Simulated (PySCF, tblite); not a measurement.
# C₇H₁₅NSi: geometry, infrared bands and NMR shifts

Aim: predict the infrared bands and NMR shifts of C₇H₁₅NSi (`C=C(C)[Si@H](/C=C\C)NC`).

The runs use tblite 0.8.0 and PySCF 2.14.0, with density-fitted response routines of our own; the level of theory stands in each step. All values are computed, except where a source is named. Atoms are numbered from 0 throughout.

## Step 1: The starting structure

24 atoms, charge 0, multiplicity 1; geometry from: force field or distance geometry start.

Bonds of the start (Å): C0–C1 1.31, C1–C2 1.48, C1–Si3 1.86, Si3–C4 1.81, C4–C5 1.32, C5–C6 1.47, Si3–N7 1.77, N7–C8 1.44, C0–H9 1.10, C0–H10 1.10, C2–H11 1.10, C2–H12 1.11, C2–H13 1.12, Si3–H14 1.49, C4–H15 1.10, C5–H16 1.10, C6–H17 1.14, C6–H18 1.11, C6–H19 1.12, N7–H20 1.05, C8–H21 1.11, C8–H22 1.12, C8–H23 1.10.

## Step 2: Relaxing the molecule with GFN2-xTB

Job settings and geometry (Å):

```
{"job": {"kind": "relax", "xc": "GFN2-xTB", "basis": "xTB"}, "charge": 0, "multiplicity": 1}
C     -2.825000     0.137600    -1.053900
C     -1.781500    -0.286600    -0.392800
C     -1.884400    -1.472300     0.494100
Si    -0.120600     0.547600    -0.508000
C      1.007900    -0.402200    -1.552700
C      2.048000    -1.103800    -1.135600
C      2.351000    -1.143400     0.304600
N      0.472100     0.947200     1.112100
C      0.609900     2.372900     1.228200
H     -3.817700    -0.337100    -0.991600
H     -2.676000     1.027000    -1.690900
H     -1.156100    -1.456700     1.315100
H     -1.697500    -2.381400    -0.114900
H     -2.915500    -1.574200     0.922800
H     -0.407200     1.839600    -1.186900
H      0.820200    -0.394400    -2.636800
H      2.673200    -1.634000    -1.865200
H      1.619000    -1.774800     0.901100
H      2.547100    -0.158100     0.778700
H      3.317000    -1.698200     0.411900
H     -0.180000     0.595200     1.861700
H     -0.246300     2.953300     0.822000
H      0.734600     2.682100     2.295500
H      1.496200     2.734600     0.688800
```

Launch:

```console
OMP_NUM_THREADS=1 python probes_run.py task.json out
```

One launch serves the whole session: the jobs run in the order shown.

**Question.** This job is followed by: GFN2-xTB harmonic vibrations, gas phase; GIAO PBE0/pcSseg-1 NMR shielding, non-relativistic, gas phase. What will the session give for the following? strongest single infrared mode (GFN2-xTB); zero-point energy (GFN2-xTB); ¹³C shifts against TMS (PBE0/pcSseg-1); ¹H shifts against TMS (PBE0/pcSseg-1, means over atoms taken as alike); ²⁹Si shifts against TMS (PBE0/pcSseg-1); ¹⁵N shifts against NH3 (PBE0/pcSseg-1).

**Answer**, as computed:

| quantity | value |
| --- | --- |
| strongest single infrared mode (GFN2-xTB) | 2117 cm⁻¹, 382 km/mol |
| zero-point energy (GFN2-xTB) | 126.0 kcal/mol |
| ¹³C shifts against TMS (PBE0/pcSseg-1) | 159.0, 155.4, 134.2, 128.6, 30.9, 26.3, 23.1 ppm |
| ¹H shifts against TMS (PBE0/pcSseg-1, means over atoms taken as alike) | 7.08, 5.97, 5.71, 5.58, 5.15, 2.78, 2.40, 2.09, -0.21 ppm |
| ²⁹Si shifts against TMS (PBE0/pcSseg-1) | -23.3 ppm |
| ¹⁵N shifts against NH3 (PBE0/pcSseg-1) | 24.2 ppm |

What this shows: The optimisation took 176 steps and gained 0.888 eV; among the close pairs (by a distance rule), Si3–C4 changed most, from 1.807 to 1.888 Å. All 66 modes are real, so the xTB geometry is a minimum. The strongest single mode, at 2117 cm⁻¹, moves mainly H14. GFN2-xTB is a fitted tight-binding method: band positions and strengths are rough. Its intensities can rank the bands wrongly.
